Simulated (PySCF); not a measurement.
# Ways to converge the SCF of GaF3

Aim: find out which solver settings change the answer for GaF3.

Method: each script names its method and basis; program: PySCF 2.14.0.

3 further runs of the same task are left out: 3 that didn't finish. Runs told in other sessions of the task aren't counted.

### 1 The starting structure

GaF3: 4 atoms, charge 0, spin multiplicity 1.

Bond lengths: Ga1–F2 1.724 Å, Ga1–F3 1.724 Å, Ga1–F4 1.724 Å. Angles: F2–Ga1–F3 120.0°, F2–Ga1–F4 120.0°, F3–Ga1–F4 120.0°.

### 2 The run that the others are compared with

File input.py:

```python
from pyscf import gto, dft

mol = gto.M(
    atom='Ga 0 0 0; F 1.7243 0 0; F -0.8621 1.4933 0; F -0.8622 -1.4933 0',
    basis='sbkjc',
    ecp={'Ga': 'sbkjc', 'F': 'sbkjc'},
    charge=0,
    spin=0,
    verbose=3,
)
mf = dft.UKS(mol, xc='b3lyp')
mf.kernel()
mf.dip_moment()
print('orbital energies (hartree):', [e[max(0, n-3):n+3].round(4) for e, n in zip(mf.mo_energy, mol.nelec)])
```

Command:

```bash
$ OMP_NUM_THREADS=1 python input.py
```

Its log is not repeated here.

### 3 Damping 0.95

Variant 1 changes damping: none → 0.95.

Changes to input.py since step 2:

```diff
@@ -11,2 +11,4 @@
 mf = dft.UKS(mol, xc='b3lyp')
+mf.damp = 0.95
+mf.diis_start_cycle = 8
 mf.kernel()
```

### 4 Smearing width 0.05 hartree

Variant 2 changes smearing width: none → 0.05 hartree.

Changes to input.py since step 2:

```diff
@@ -1,2 +1,2 @@
-from pyscf import gto, dft
+from pyscf import gto, dft, scf
 
@@ -11,2 +11,3 @@
 mf = dft.UKS(mol, xc='b3lyp')
+mf = scf.addons.smearing_(mf, sigma=0.05, method='fermi')
 mf.kernel()
```

Q: Predict the outcome of this session. Wanted: for each run, E(SCF); from base; SCF dipole.

As calculated:

```
                        run  E(SCF) (hartree)  from base (eV)  SCF dipole (D)
                       base       -331.016569               0            0.00
               damping 0.95       -331.016569          0.0000            0.00
smearing width 0.05 hartree       -330.931854         +2.3052            0.00
```

**Reading.** No change of the SCF energy comes from damping 0.95.
